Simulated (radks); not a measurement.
# Zr³²⁺ in 1s1 2s2 2p5: an all-electron calculation

Aim: the levels, the sizes of the orbitals and the parts of the energy of the zirconium ion Zr32+.

Program: radks (a radial shooting solver on a logarithmic mesh, Libxc functionals) version 1. Level of theory: scalar-relativistic Kohn-Sham, PBEsol, spin-polarised, spherical densities, finite nucleus; open shells are filled with parallel spins first. These are calculated values, not measurements, unless marked.

## 1. What is computed

| Item | Value |
| --- | --- |
| element | zirconium (Z = 40) |
| charge | +32 |
| electrons | 8 |
| configuration | 1s1 2s2 2p5 |
| nuclear rms radius | 4.2694 fm |

The outer shells:

Zr³²⁺
```
1s [↑ ]
2s [↑↓]
2p [↑↓][↑↓][↑ ]
```

## 2. Self-consistent calculation

Settings of this run:

```text
Z 40
configuration 1s1 2s2 2p5
relativity scalar-relativistic
functional pbe_sol,pbe_sol
spin polarised
nucleus finite rms 4.2694 fm
c 137.035999084
```

Run with:

```sh
python run_ks.py task.json out
```

All runs below come from this command, one after another.

What does the calculation give?

**Answer**, as computed:

```
                        quantity                      value
                    total energy        -2045.33912 hartree
exchange-correlation share of it                     2.24 %
                            −T/E                     1.0306
          highest occupied level        2p down, -4118.0 eV
    most extended occupied level  2s down, <r> = 0.156 bohr
 radius at density 0.001 e/bohr³                 0.554 bohr
    maxima of the radial density                          2
```

2 principal shells are occupied and 2 maxima appear in the radial density. Relativity lifts −T/E to 1.031. This is not the tabulated ground configuration, so its levels and sizes aren't those of the ground state, and no measured value stands beside it.
